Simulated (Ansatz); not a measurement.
# Si17PO36: the cost of one run

Program: Ansatz 0.2.0. Level of theory: DFT, PBE, plane-wave PAW, default files, scalar-relativistic, as far as a step names no other. These are calculated values, not measurements.

### Step 1. Starting point

The structure is monoclinic, space group C2 (No. 5). The conventional cell has a = 8.514 Å, b = 14.747 Å, c = 10.818 Å, α = 90.00°, β = 90.00°, γ = 90.00°. P (site symmetry 2) has 4 O at 1.61 Å as nearest neighbours. Around Si (site symmetry 2) lie 4 O at 1.61 Å. Si (site symmetry 1) is surrounded by 4 O at 1.61 Å. Only part of the 30 independent sites is listed.

As a file:

```xyz
54
Lattice="7.3737 4.2572 0.0000 -7.3737 4.2572 0.0000 0.0000 0.0000 10.8182" Properties=species:S:1:pos:R:3 pbc="T T T"
P    -4.7669    4.2572    1.8030
Si   -4.7669    4.2572    7.2121
Si    0.1489    4.2572    1.8030
Si    0.1489    4.2572    7.2121
Si    5.0647    4.2572    1.8030
Si    5.0647    4.2572    7.2121
Si   -1.3034    2.2576    3.6061
Si   -1.3034    2.2576    9.0152
Si    3.6124    2.2576    3.6061
Si    3.6124    2.2576    9.0152
Si    1.1545    6.5148    3.6061
Si    1.1545    6.5148    9.0152
Si    1.1545    1.9996    0.0000
Si    1.1545    1.9996    5.4091
Si   -1.3034    6.2568    0.0000
Si   -1.3034    6.2568    5.4091
Si    3.6124    6.2568    0.0000
Si    3.6124    6.2568    5.4091
O    -0.2994    1.7633    4.7654
O    -0.2994    1.7633   10.1745
O    -2.7573    6.0205    4.7654
O    -2.7573    6.0205   10.1745
O     2.1585    6.0205    4.7654
O     2.1585    6.0205   10.1745
O     1.0805    3.1163    1.1594
O     1.0805    3.1163    6.5685
O    -1.3774    7.3735    1.1594
O    -1.3774    7.3735    6.5685
O    -3.8353    3.1163    1.1594
O    -3.8353    3.1163    6.5685
O    -0.7811    3.6348    2.9624
O    -0.7811    3.6348    8.3715
O     4.1347    3.6348    2.9624
O     4.1347    3.6348    8.3715
O    -5.6969    3.6348    2.9624
O    -5.6969    3.6348    8.3715
O    -5.6969    4.8796    0.6437
O    -5.6969    4.8796    6.0528
O    -0.7811    4.8796    0.6437
O    -0.7811    4.8796    6.0528
O     4.1347    4.8796    0.6437
O     4.1347    4.8796    6.0528
O     2.1585    2.4939    4.2497
O     2.1585    2.4939    9.6588
O    -0.2994    6.7511    4.2497
O    -0.2994    6.7511    9.6588
O    -2.7573    2.4939    4.2497
O    -2.7573    2.4939    9.6588
O    -3.8353    5.3981    2.4467
O    -3.8353    5.3981    7.8558
O     1.0805    5.3981    2.4467
O     1.0805    5.3981    7.8558
O    -1.3774    1.1409    2.4467
O    -1.3774    1.1409    7.8558
```

Atom 1 of the input is the impurity.

### Step 2. Single point at the given positions

input.yaml reads:

```yaml
crystal:
  lattice:
    - [7.3737, 4.2572076799, 0.0]
    - [-7.3737, 4.2572076799, 0.0]
    - [0.0, 0.0, 10.8182]
  atoms:
    - { symbol: P, position: [0.1767666667, 0.8232333333, 0.1666666666] }
    - { symbol: Si, position: [0.1767666667, 0.8232333333, 0.6666666666] }
    - { symbol: Si, position: [0.5101, 0.4899, 0.1666666666] }
    - { symbol: Si, position: [0.5101, 0.4899, 0.6666666666] }
    - { symbol: Si, position: [0.8434333333, 0.1565666667, 0.1666666666] }
    - { symbol: Si, position: [0.8434333333, 0.1565666667, 0.6666666666] }
    - { symbol: Si, position: [0.1767666667, 0.3535333333, 0.3333333334] }
    - { symbol: Si, position: [0.1767666667, 0.3535333333, 0.8333333334] }
    - { symbol: Si, position: [0.5101, 0.0202, 0.3333333334] }
    - { symbol: Si, position: [0.5101, 0.0202, 0.8333333334] }
    - { symbol: Si, position: [0.8434333333, 0.6868666667, 0.3333333334] }
    - { symbol: Si, position: [0.8434333333, 0.6868666667, 0.8333333334] }
    - { symbol: Si, position: [0.3131333333, 0.1565666667, 0.0] }
    - { symbol: Si, position: [0.3131333333, 0.1565666667, 0.5] }
    - { symbol: Si, position: [0.6464666667, 0.8232333333, 0.0] }
    - { symbol: Si, position: [0.6464666667, 0.8232333333, 0.5] }
    - { symbol: Si, position: [0.9798, 0.4899, 0.0] }
    - { symbol: Si, position: [0.9798, 0.4899, 0.5] }
    - { symbol: O, position: [0.1868, 0.2274, 0.4405] }
    - { symbol: O, position: [0.1868, 0.2274, 0.9405] }
    - { symbol: O, position: [0.5201333333, 0.8940666667, 0.4405] }
    - { symbol: O, position: [0.5201333333, 0.8940666667, 0.9405] }
    - { symbol: O, position: [0.8534666667, 0.5607333333, 0.4405] }
    - { symbol: O, position: [0.8534666667, 0.5607333333, 0.9405] }
    - { symbol: O, position: [0.4392666667, 0.2927333333, 0.1071666666] }
    - { symbol: O, position: [0.4392666667, 0.2927333333, 0.6071666666] }
    - { symbol: O, position: [0.7726, 0.9594, 0.1071666666] }
    - { symbol: O, position: [0.7726, 0.9594, 0.6071666666] }
    - { symbol: O, position: [0.1059333333, 0.6260666667, 0.1071666666] }
    - { symbol: O, position: [0.1059333333, 0.6260666667, 0.6071666666] }
    - { symbol: O, position: [0.3739333333, 0.4798666667, 0.2738333334] }
    - { symbol: O, position: [0.3739333333, 0.4798666667, 0.7738333334] }
    - { symbol: O, position: [0.7072666667, 0.1465333333, 0.2738333334] }
    - { symbol: O, position: [0.7072666667, 0.1465333333, 0.7738333334] }
    - { symbol: O, position: [0.0406, 0.8132, 0.2738333334] }
    - { symbol: O, position: [0.0406, 0.8132, 0.7738333334] }
    - { symbol: O, position: [0.1868, 0.9594, 0.0595] }
    - { symbol: O, position: [0.1868, 0.9594, 0.5595] }
    - { symbol: O, position: [0.5201333333, 0.6260666667, 0.0595] }
    - { symbol: O, position: [0.5201333333, 0.6260666667, 0.5595] }
    - { symbol: O, position: [0.8534666667, 0.2927333333, 0.0595] }
    - { symbol: O, position: [0.8534666667, 0.2927333333, 0.5595] }
    - { symbol: O, position: [0.4392666667, 0.1465333333, 0.3928333334] }
    - { symbol: O, position: [0.4392666667, 0.1465333333, 0.8928333334] }
    - { symbol: O, position: [0.7726, 0.8132, 0.3928333334] }
    - { symbol: O, position: [0.7726, 0.8132, 0.8928333334] }
    - { symbol: O, position: [0.1059333333, 0.4798666667, 0.3928333334] }
    - { symbol: O, position: [0.1059333333, 0.4798666667, 0.8928333334] }
    - { symbol: O, position: [0.3739333333, 0.8940666667, 0.2261666666] }
    - { symbol: O, position: [0.3739333333, 0.8940666667, 0.7261666666] }
    - { symbol: O, position: [0.7072666667, 0.5607333333, 0.2261666666] }
    - { symbol: O, position: [0.7072666667, 0.5607333333, 0.7261666666] }
    - { symbol: O, position: [0.0406, 0.2274, 0.2261666666] }
    - { symbol: O, position: [0.0406, 0.2274, 0.7261666666] }
total_charge: 1
kpoints:
  mp_grid: { grid: [3, 3, 2] }
scf:
  occupations: { method: fermi_dirac, width: 0.01 }
hamiltonian:
  xc: pbe
  pseudopotentials: { kind: paw }
output:
  forces: true
  stress: true
  populations: true
  efg: { quadrupole_moments_barn: { O: -0.02558 }, contact_densities: true }
```

On the command line:

```console
$ ansatz run input.yaml --threads 4 --pin off --max-ram 8192MiB --backend cpu --events-out ev --progress --plain --runs-dir out
```

What time and memory should one allow on 4 threads of Intel Xeon Platinum 8488C (Sapphire Rapids), shared host?

About 51 s, with a peak of 2.9 GiB.
